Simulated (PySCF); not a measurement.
# H6Si6 (Si6H6 prismane): the cost of one run

The runs use PySCF 2.14.0, with density-fitted response routines of our own; the level of theory stands in each step. All values are computed, except where a source is named. Atoms are numbered from 0 throughout.

## Step 1: The starting structure

12 atoms, charge 0, multiplicity 1; geometry from: GFN2-xTB. The atoms were then displaced at random by about 0.03 Å, so the start is not that level's minimum.

Bonds of the start (Å): Si0–H1 1.58, Si0–Si2 2.28, Si0–Si4 2.33, Si0–Si8 2.39, Si2–H3 1.41, Si2–Si4 2.41, Si2–Si10 2.42, Si4–H5 1.46, Si4–Si6 2.41, Si6–H7 1.51, Si6–Si8 2.45, Si6–Si10 2.43, Si8–H9 1.45, Si8–Si10 2.40, Si10–H11 1.48.

## Step 2: Geometry optimisation at PBE0-D3(BJ)/def2-SVP

The job: settings as JSON, then the geometry in Å.

```
{"job": {"xc": "PBE0", "basis": "def2-SVP", "d3": "d3bj", "grid": 1, "maxiter": 40, "shake": 0.03, "kind": "geom"}, "charge": 0, "multiplicity": 1}
Si    -1.490120     0.614440    -0.627540
H     -2.835830     1.292710    -1.107970
Si    -0.874710    -1.576050    -0.452220
H     -1.346440    -2.871400    -0.724820
Si     0.416300    -0.050610    -1.798290
H      0.835090     0.005400    -3.194020
Si     1.745530     0.564030     0.119570
H      3.167510     1.062460     0.142940
Si    -0.263990     1.307120     1.302300
H     -0.542730     2.352020     2.262370
Si     0.452010    -0.975980     1.485190
H      0.852850    -1.806910     2.643490
```

Started as:

```console
> OMP_NUM_THREADS=1 python probes_run.py task.json out
```

One launch serves the whole session: the jobs run in the order shown.

**Question.** How long does this first job take on 1 thread of Arm Neoverse V2, shared host, and how much memory does it need?

About 1.7 min, with a peak of 0.54 GiB.
